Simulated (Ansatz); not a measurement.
# NaFeCl3: the cost of one run

Computed with Ansatz 0.2.0 (DFT PBE, scalar-relativistic, plane waves, PAW, unless a step's input says otherwise).

### 1 Starting point

Symmetry: Pm-3m, No. 221, cubic system. Conventional cell: a = 4.757 Å, b = 4.757 Å, c = 4.757 Å, α = 90.00°, β = 90.00°, γ = 90.00°. Na (site symmetry m-3m) is surrounded by 12 Cl at 3.36 Å. Fe (site symmetry m-3m) is surrounded by 6 Cl at 2.38 Å. Cl (site symmetry 4/mmm) is surrounded by 2 Fe at 2.38 Å and 4 Na at 3.36 Å.

As a file:

```xyz
5
Lattice="4.7571 0.0000 0.0000 0.0000 4.7571 0.0000 0.0000 0.0000 4.7571" Properties=species:S:1:pos:R:3 pbc="T T T"
Na    2.3786    2.3786    2.3786
Fe    0.0000    0.0000    0.0000
Cl    2.3786    0.0000    0.0000
Cl    0.0000    2.3786    0.0000
Cl    0.0000    0.0000    2.3786
```

The cell is invented: perovskite family, tilts a0a0a0 (Pm-3m, No. 221). Lengths come from tabulated atomic sizes and are only a guess.

### 2 A first look at the guess

File input.yaml:

```yaml
crystal:
  lattice:
    - [4.75710748, 0.0, 0.0]
    - [0.0, 4.75710748, 0.0]
    - [0.0, 0.0, 4.75710748]
  atoms:
    - { symbol: Na, position: [0.5, 0.5, 0.5] }
    - { symbol: Fe, position: [0.0, 0.0, 0.0], spin: 4.0 }
    - { symbol: Cl, position: [0.5, 0.0, 0.0] }
    - { symbol: Cl, position: [0.0, 0.5, 0.0] }
    - { symbol: Cl, position: [0.0, 0.0, 0.5] }
basis:
  ecutwfc: 420
kpoints:
  mp_grid: { grid: [4, 4, 4] }
hamiltonian:
  xc: pbe
scf:
  occupations: { method: gaussian, width: 0.1 }
  lower_state_search: "off"
output:
  forces: true
  stress: true
  eigenvalues: true
  populations: true
magnetization:
  spin_polarized: true
```

On the command line:

```
$ ansatz run input.yaml --threads 1 --pin off --max-ram 2048MiB --backend cpu --events-out ev --progress --plain --runs-dir out
```

What time and memory should one allow on 1 thread of AMD EPYC 7R43 (Zen 3), shared host?

About 5.7 s, with a peak of 0.42 GiB.
